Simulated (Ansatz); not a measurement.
**C2H8N2OSi: molecular dynamics**

The plan is to follow the molecule's vibrations and see whether its bonds hold. The start is relaxed first. Runs: 452 steps of 0.5 fs at constant energy, with velocities drawn for 400 K. SMILES of the start: C=NC(N)O[SiH3].

Program: Ansatz 0.2.0. Level of theory: RKS PBE0-D4/STO-3G. These are calculated values, not measurements.

## 1. The system as given

Bond lengths: C1–N2 1.339 Å, N2–C3 1.439 Å, C3–N4 1.455 Å, C3–O5 1.399 Å, O5–Si6 1.685 Å, C1–H7 1.067 Å, C1–H8 1.066 Å, C3–H9 1.155 Å, N4–H10 0.960 Å, N4–H11 1.082 Å, Si6–H12 1.474 Å, Si6–H13 1.488 Å, Si6–H14 1.479 Å. Angles (14 of 20 angles, heavy atoms first): C1–N2–C3 113.1°, N2–C3–N4 111.7°, N2–C3–O5 117.4°, N4–C3–O5 105.0°, C3–O5–Si6 118.5°, N2–C1–H7 123.7°, N2–C1–H8 115.1°, N2–C3–H9 110.0°, N4–C3–H9 105.5°, O5–C3–H9 106.3°, C3–N4–H10 106.7°, C3–N4–H11 97.3°, O5–Si6–H12 111.6°, O5–Si6–H13 109.2°.

As a file:

```xyz
14

C    -0.5967   -2.2464    0.2198
N    -0.9108   -0.9586    0.0321
C     0.2011   -0.1668   -0.4245
N     0.5337   -0.4545   -1.8110
O     0.0686    1.2245   -0.3646
Si    0.0054    1.9609    1.1499
H     0.3747   -2.6509    0.0412
H    -1.4034   -2.8670    0.5363
H     1.1492   -0.4295    0.1812
H     1.0650    0.2813   -2.1251
H    -0.4506   -0.2822   -2.2267
H    -1.2997    1.7483    1.8019
H     0.2037    3.4274    0.9901
H     1.0467    1.3844    2.0282
```

## 2. Preparing the start

Input file input.yaml:

```yaml
crystal:
  periodic: [false, false, false]
  atoms:
    - { symbol: C, position_ang: [-0.5967, -2.2464, 0.2198] }
    - { symbol: "N", position_ang: [-0.9108, -0.9586, 0.0321] }
    - { symbol: C, position_ang: [0.2011, -0.1668, -0.4245] }
    - { symbol: "N", position_ang: [0.5337, -0.4545, -1.811] }
    - { symbol: O, position_ang: [0.0686, 1.2245, -0.3646] }
    - { symbol: Si, position_ang: [0.0054, 1.9609, 1.1499] }
    - { symbol: H, position_ang: [0.3747, -2.6509, 0.0412] }
    - { symbol: H, position_ang: [-1.4034, -2.867, 0.5363] }
    - { symbol: H, position_ang: [1.1492, -0.4295, 0.1812] }
    - { symbol: H, position_ang: [1.065, 0.2813, -2.1251] }
    - { symbol: H, position_ang: [-0.4506, -0.2822, -2.2267] }
    - { symbol: H, position_ang: [-1.2997, 1.7483, 1.8019] }
    - { symbol: H, position_ang: [0.2037, 3.4274, 0.9901] }
    - { symbol: H, position_ang: [1.0467, 1.3844, 2.0282] }
basis:
  gaussian: { orbitals: STO-3G }
hamiltonian:
  xc: pbe0
  dispersion: d4
relax:
  f_tol: 0.02
  max_steps: 40
output:
  orbitals: {}
```

Launch:

```sh
> ansatz run input.yaml --threads 1 --pin off --max-ram 2048MiB --backend cpu --events-out ev --progress --plain --runs-dir out
```

The runs that follow: Dynamics.

Before running it: what results should come out? Wanted: relaxation of the start; temperature, first and last step; temperature, second half; potential energy, second half; largest change of the total energy; bonds formed or broken.

As calculated:

| quantity | value |
| --- | --- |
| relaxation of the start | 20 moves, 1.127 eV lower |
| length | 452 steps of 0.5 fs |
| temperature, first and last step | 400 and 194 K |
| temperature, second half | mean 198 K, from 118 to 273 K |
| potential energy, second half | +23 meV/atom from the start |
| largest change of the total energy | 0.36 meV/atom |
| bonds formed or broken | 0 |

In words: The temperature starts at 400 K and averages 198 K in the second half, where it ranges from 118 to 273 K. About half is expected from a start at a minimum: kinetic energy passes into potential energy until both shares match. The total energy strays from its start by at most 0.36 meV/atom, 1.6 % of the mean kinetic energy, so a step of 0.5 fs is short enough over this time. No bond forms or breaks. 226 fs on 14 atoms is far too short and small for converged averages. The nuclei move classically, without zero-point motion, which matters most for hydrogen. The basis is very small, so the numbers are rough.
